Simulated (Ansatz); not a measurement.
Turn this script for Ansatz 0.2.0 through its Python package into the input file that the command-line program reads.

`alru.py`
```python
"""Band structure of AlRu."""

import warnings

import ansatz
import numpy as np

config = {
    "width_ev": 0.05,
    "xc": "r2scan",
    "n_empty": 6,
}

warnings.simplefilter("ignore", ansatz.DeckWarning)

lattice = ansatz.Lattice.of(
    (2.9916, 0.0, 0.0),
    (0.0, 2.9916, 0.0),
    (0.0, 0.0, 2.9916),
)
sites = [
    ("Al", (0.0, 0.0, 0.0)),
    ("Ru", (0.5, 0.5, 0.5)),
]
cell = ansatz.Crystal(lattice=lattice)
for symbol, position in sites:
    cell = cell.atom(symbol, position)

# vertices of the path, as fractions of the reciprocal vectors
path = [
    ("G", (0.0, 0.0, 0.0)),
    ("X", (0.0, 0.5, 0.0)),
    ("M", (0.5, 0.5, 0.0)),
    ("G", (0.0, 0.0, 0.0)),
    ("R", (0.5, 0.5, 0.5)),
]
calc = (
    cell.calculation()
    .occupations(ansatz.OccupationsMethod.FERMI_DIRAC, width=config["width_ev"])  # smearing steadies the SCF of a metal
    .kpoints(8)  # sampling of the Brillouin zone
    .basis(23 * ansatz.Ha)
    .functional(config["xc"])
    .band_structure([point for _, point in path], intervals=10)
    .scf(extra_bands=config["n_empty"])
    .band_table()  # levels at the mesh points
)
history = []
out = calc.session().plan().execute(on_event=lambda event: history.append(event["data"]["dr2_ev"]) if event["event"] == "scf_iter" else None)
summary = out.report
print("density residual by iteration (eV):", " ".join(f"{value:.1e}" for value in history[:40]))

energy = summary["free_energy_ev"]
print("AlRu: {:.6f} eV = {:.6f} Ry = {:.6f} Ha".format(energy, energy / 13.605693, energy / 27.211386))
print("Fermi level {:.4f} eV, {} k-points, {} symmetry operations".format(summary["fermi_energy_ev"], summary["n_kpoints"], summary["n_symmetry_ops"]))

fermi = summary["fermi_energy_ev"]
print("levels less the Fermi level (eV) at the first k-points")
for k, levels in list(zip(summary["kpoints_frac"], summary["eigenvalues_ev"]))[:4]:
    print("k = ({:.3f}, {:.3f}, {:.3f})".format(*k))
    print("   ", " ".join(f"{e - fermi:.3f}" for e in levels))

bands = out.band_structure()
fermi = bands.fermi_energy_ev
print(f"zero of the bands: {fermi:.3f} eV, the Fermi level found on the SCF mesh")
for spin, channel in enumerate(bands.channels):
    levels = channel.eigenvalues_ev - fermi
    crossing = [b for b in range(levels.shape[1]) if levels[:, b].min() < 0 < levels[:, b].max()]
    print(f"channel {spin}: bands that cross the Fermi level on this path:", [b + 1 for b in crossing] or "none")
    shown = crossing or sorted(np.argsort(np.abs(levels).min(axis=0))[:2])
    for k, row in zip(bands.kpoints_frac, levels[:, shown]):
        print(f"{k[0]:7.3f} {k[1]:7.3f} {k[2]:7.3f}  ", " ".join(f"{e:8.3f}" for e in row))
```

```console
$ python alru.py
density residual by iteration (eV): 6.5e-03 3.3e-03 6.3e-03 4.7e-05 8.3e-06 4.9e-08
AlRu: -6432.516283 eV = -472.781231 Ry = -236.390615 Ha
Fermi level 16.0340 eV, 35 k-points, 48 symmetry operations
levels less the Fermi level (eV) at the first k-points
k = (0.000, 0.000, 0.000)
    -73.945 -43.114 -43.114 -43.114 -10.219 -3.726 -3.726 0.114 0.114 0.114 6.453 6.453 6.453 11.387 11.387 16.406
k = (0.000, 0.000, 0.125)
    -73.943 -43.148 -43.111 -43.111 -9.905 -3.640 -3.614 -0.247 -0.247 0.151 5.148 7.053 7.053 10.723 12.405 17.378
k = (0.000, 0.000, 0.250)
    -73.936 -43.230 -43.104 -43.104 -9.005 -3.663 -3.322 -0.959 -0.959 0.243 3.329 8.483 8.483 9.338 13.486 17.291
k = (0.000, 0.000, 0.375)
    -73.930 -43.311 -43.097 -43.097 -7.643 -4.446 -2.997 -1.536 -1.536 0.337 2.525 8.126 10.238 10.238 14.000 15.026
zero of the bands: 16.034 eV, the Fermi level found on the SCF mesh
channel 0: bands that cross the Fermi level on this path: [8, 9, 10]
  0.000   0.000   0.000      0.114    0.114    0.114
  0.000   0.050   0.000      0.050    0.050    0.120
  0.000   0.100   0.000     -0.127   -0.127    0.138
  0.000   0.150   0.000     -0.381   -0.381    0.167
  0.000   0.200   0.000     -0.670   -0.670    0.203
  0.000   0.250   0.000     -0.959   -0.959    0.243
  0.000   0.300   0.000     -1.224   -1.224    0.284
  0.000   0.350   0.000     -1.445   -1.445    0.321
  0.000   0.400   0.000     -1.611   -1.611    0.351
  0.000   0.450   0.000     -1.714   -1.714    0.370
  0.000   0.500   0.000     -1.749   -1.749    0.377
  0.050   0.500   0.000     -1.757   -1.738    0.325
  0.100   0.500   0.000     -1.776   -1.709    0.178
  0.150   0.500   0.000     -1.794   -1.662   -0.039
  0.200   0.500   0.000     -1.797   -1.602   -0.294
  0.250   0.500   0.000     -1.775   -1.534   -0.556
  0.300   0.500   0.000     -1.730   -1.464   -0.802
  0.350   0.500   0.000     -1.669   -1.399   -1.011
  0.400   0.500   0.000     -1.608   -1.347   -1.169
  0.450   0.500   0.000     -1.563   -1.313   -1.268
  0.500   0.500   0.000     -1.547   -1.301   -1.301
  0.450   0.450   0.000     -1.548   -1.289   -1.269
  0.400   0.400   0.000     -1.585   -1.251   -1.177
  0.350   0.350   0.000     -1.676   -1.178   -1.031
  0.300   0.300   0.000     -1.774   -1.060   -0.843
  0.250   0.250   0.000     -1.757   -0.891   -0.629
  0.200   0.200   0.000     -1.458   -0.672   -0.408
  0.150   0.150   0.000     -0.924   -0.417   -0.202
  0.100   0.100   0.000     -0.387   -0.162   -0.034
  0.050   0.050   0.000     -0.016    0.037    0.076
  0.000   0.000   0.000      0.114    0.114    0.114
  0.050   0.050   0.050     -0.047    0.010    0.010
  0.100   0.100   0.100     -0.465   -0.298   -0.298
  0.150   0.150   0.150     -0.981   -0.766   -0.766
  0.200   0.200   0.200     -1.394   -1.238   -1.238
  0.250   0.250   0.250     -1.485   -1.347   -1.347
  0.300   0.300   0.300     -1.029   -0.929   -0.929
  0.350   0.350   0.350     -0.231   -0.231    0.070
  0.400   0.400   0.400      0.588    0.588    1.653
  0.450   0.450   0.450      1.378    1.378    3.297
  0.500   0.500   0.500      1.771    1.771    3.127
```

`input.yaml`:
```yaml
crystal:
  lattice:
    - [2.9916, 0.0, 0.0]
    - [0.0, 2.9916, 0.0]
    - [0.0, 0.0, 2.9916]
  atoms:
    - { symbol: Al, position: [0.0, 0.0, 0.0] }
    - { symbol: Ru, position: [0.5, 0.5, 0.5] }
basis:
  ecutwfc: 625.8618836577
kpoints:
  mp_grid: { grid: [8, 8, 8] }
  band_path:
    path:
      - [0.0, 0.0, 0.0]
      - [0.0, 0.5, 0.0]
      - [0.5, 0.5, 0.0]
      - [0.0, 0.0, 0.0]
      - [0.5, 0.5, 0.5]
    npoints: 10
hamiltonian:
  xc: r2scan
scf:
  n_extra_bands: 6
  occupations: { method: fermi_dirac, width: 0.05 }
output:
  eigenvalues: true
```

The program run on that file:
```console
$ ansatz run input.yaml --threads 1 --pin off --max-ram 3072MiB --backend cpu --events-out ev --progress --plain --runs-dir out
scf.n_extra_bands = 6 over 10 filled bands (N_el = 19.0): the run solves 16 bands
Engine: ansatz 0.2.0, x86_64-unknown-linux-gnu
Pseudopotentials: kind: paw
Pseudopotential: Al, paw, valence charge 3, recommended cutoff 500 eV (meta_gga), Al.paw.azcp
Pseudopotential: Ru, paw, valence charge 16, recommended cutoff 500 eV (meta_gga), Ru.paw.azcp
Functional definition: r2SCAN
  parameter k0 = 0.174
  parameter k1 = 0.065
  parameter a1 = 4.9479
  exchange = r2scan_x(k0 = k0, k1 = k1, a1 = a1)
  correlation = r2scan_c
Crystal: 2 atoms, lattice volume = 26.774 Å³
Basis set: ecut = 625.8618836577 eV, 949 PW (Γ), exchange–correlation on 100×100×100 points (64 copies of the dense FFT grid, shifted against one another)
Bands: 16, of which v1, the nominal top of the filled ones, is band 10 counted from 1 (9 counted from 0)
Symmetry: 48 space group operations
Space group: Pm-3m (ITA 221), of the structure as read, at distance tolerance 3.0e-5 Å
k-points: 35 of 512
Non-local potential: Al, projectors of the file, l = 0: 2, l = 1: 2, l = 2: 1
Non-local potential: Ru, projectors of the file, l = 0: 3, l = 1: 2, l = 2: 2, l = 3: 1
PAW form: soft (Blöchl's): semilocal exchange-correlation on the pseudo side does not see the compensation charge
PAW frozen core: Al, regenerated for the run's functional (the file was generated under x = pbe(κ = 0.804, μ = 0.2195149727645171), c = pbe(β = 0.06672455060314922))
PAW frozen core: Ru, regenerated for the run's functional (the file was generated under x = pbe(κ = 0.804, μ = 0.2195149727645171), c = pbe(β = 0.06672455060314922))
PAW one-centre angular grid: Al, 302 points (default); XC on 160 Gauss nodes
PAW one-centre angular grid: Ru, 590 points (default); XC on 160 Gauss nodes
Initial density: superposition of atomic densities (neutral atoms: chi_scale 0, normalization atom), corrected by the library's trained network
Initial wavefunctions: pseudopotential atomic-orbital guess
Functional: x = r2scan, c = r2scan; τ floored in thin density (d = 2e-4 eV/Å³)
SCF iter   1: F=—  HF=-6432.497505 eV  |F-HF|=—  |Δ(HF+E_count)|=         —  Δρ=8.34e-3  dr2=6.50e-3  dr2_τ=2.32e-2  ethr=1.77e-3  ⟨swp⟩=5.5  Hψ=3097  notcnv=0  defer=6
preconditioner: auto → none  [metal: Δε(μ)=0.104 eV  Ē_g=11.634 eV  σ=0.050 eV  W_gap=0.47  n_scr=6 (ndim 8)  ℏωp=23.8 eV  f_vac=0.000  D(μ)=2.20/eV (n_scr^D=26)  sad-step TF]
SCF iter   2: F=—  HF=-6432.516716 eV  |F-HF|=—  |Δ(HF+E_count)|=   1.92e-2  Δρ=5.16e-3  dr2=3.25e-3  dr2_τ=8.23e-5  ethr=3.42e-5  ⟨swp⟩=2.0  Hψ=1335  notcnv=0  defer=61
SCF iter   3: F=—  HF=-6432.517597 eV  |F-HF|=—  |Δ(HF+E_count)|=   8.81e-4  Δρ=4.06e-3  dr2=6.30e-3  dr2_τ=4.63e-4  ethr=1.71e-5  ⟨swp⟩=2.0  Hψ=844  notcnv=0  defer=61
SCF iter   4: F=—  HF=-6432.516283 eV  |F-HF|=—  |Δ(HF+E_count)|=   1.31e-3  Δρ=6.01e-4  dr2=4.74e-5  dr2_τ=1.53e-5  ethr=1.71e-5  ⟨swp⟩=2.3  Hψ=779  notcnv=0  defer=61
SCF iter   5: F=—  HF=-6432.516282 eV  |F-HF|=—  |Δ(HF+E_count)|=   1.42e-6  Δρ=2.01e-4  dr2=8.26e-6  dr2_τ=5.58e-7  ethr=2.49e-7  ⟨swp⟩=2.3  Hψ=809  notcnv=0  defer=61
SCF iter   6: F=-6432.516283 eV  HF=-6432.516283 eV  |F-HF|=1.69e-9  |Δ(HF+E_count)|=   7.93e-7  Δρ=1.81e-5  dr2=4.88e-8  dr2_τ=1.81e-8  ethr=5.26e-10  ⟨swp⟩=6.0  Hψ=2194  notcnv=0
SCF 1 converged in 6 iterations: F = -6432.516283 eV  dr2 = 4.88e-8
  greatest PAW one-centre occupation: 0.998 electrons in one spin orbital (limit 2), on the Ru atom at site 1 (counted from 0), in its partial waves of l = 1
NSCF: frozen V_eff on 41 k-points
SCF converged after 6 iterations
Free energy (F): -6432.516283 eV
Harris-Foulkes:  -6432.516283 eV  (|F-HF|=1.69e-9)
Internal energy: -6432.498534 eV  (E = F + TS)
E sigma→0 (E₀):  -6432.507408 eV
Entropy (-TS):   -0.017749 eV (-8.875 meV/atom)
Fermi energy:    16.033989 eV
--- Per-component energies (eV) ---
  E_band       = -135.949344
  E_kinetic    = 543.403893
  E_local      = -1798.088223  (includes V_loc(G=0)·N_el)
  E_nonlocal   = 353.964053
  E_hartree    = 639.550011
  E_xc         = -222.871008
  E_vxc        = -301.359125  (∫ρ·V_xc dr)
  E_paw        = -3953.262490  (= ΣΔE_a)
  E_vpaw       = -233.574467  (= ΣTr[D̂ρ^β])
  E_aug_tail   = 0.000069  (compensation charges beyond the density's cutoff)
  E_vtau       = 20.609135  (kinetic-family band-sum trace: ∫τ·v_τ [+ j·A + Jᵃ·Aᵃ] dr)
  E_ewald      = -1994.823776
  E_core_change = -0.371064  (= ΣΔE_core)
  E_smearing   = -0.017749  (= −TS)
  E_closure    = 0.000000  (closes the sum)
  Σ components = -6432.516283   (vs F -6432.516283, Δ=0.00e0)
--- Band table (eV; the first three rows and the last of 35) ---
  k-point 0: bands = ["-57.9111", "-27.0804", "-27.0804", "-27.0804", "5.8152", "12.3077", "12.3077", "16.1480", "16.1480", "16.1480", "22.4869", "22.4869", "22.4869", "27.4212", "27.4212", "32.4405"]
  k-point 1: bands = ["-57.9086", "-27.1144", "-27.0775", "-27.0775", "6.1294", "12.3945", "12.4203", "15.7868", "15.7868", "16.1853", "21.1820", "23.0873", "23.0873", "26.7570", "28.4387", "33.4123"]
  k-point 2: bands = ["-57.9023", "-27.1961", "-27.0704", "-27.0704", "7.0286", "12.3711", "12.7118", "15.0748", "15.0748", "16.2769", "19.3626", "24.5173", "24.5173", "25.3718", "29.5203", "33.3249"]
  k-point 34: bands = ["-57.8593", "-27.2543", "-27.2543", "-27.2543", "11.0611", "11.0611", "11.0611", "17.8053", "17.8053", "19.1609", "20.2986", "20.2986", "20.2986", "24.9406", "24.9406", "24.9406"]
```

Notes:
- Absolute energies stand on the zero of these potentials, so only differences at equal settings mean something. A total without «per atom» is that of the cell as typed.
- For a metal this k-point mesh is coarse: on a finer one energies can move by several to tens of meV an atom and pressures by half a GPa or more, differences at one mesh by less.
- Only differences from the Fermi energy are physical; the zero of the scale is a convention.
- The structure is a deposited one; some such entries were measured under pressure or heat, so a shift against it needn't be the functional's error alone.
- Levels are Kohn-Sham eigenvalues on this mesh, without spin-orbit coupling.
- It ran for 2.4 s on 1 thread of Intel(R) Xeon(R) 6975P-C (Granite Rapids), on a shared host, peak memory 0.43 GiB.

(Lines on the test bed's own set-up are left out of the output.)
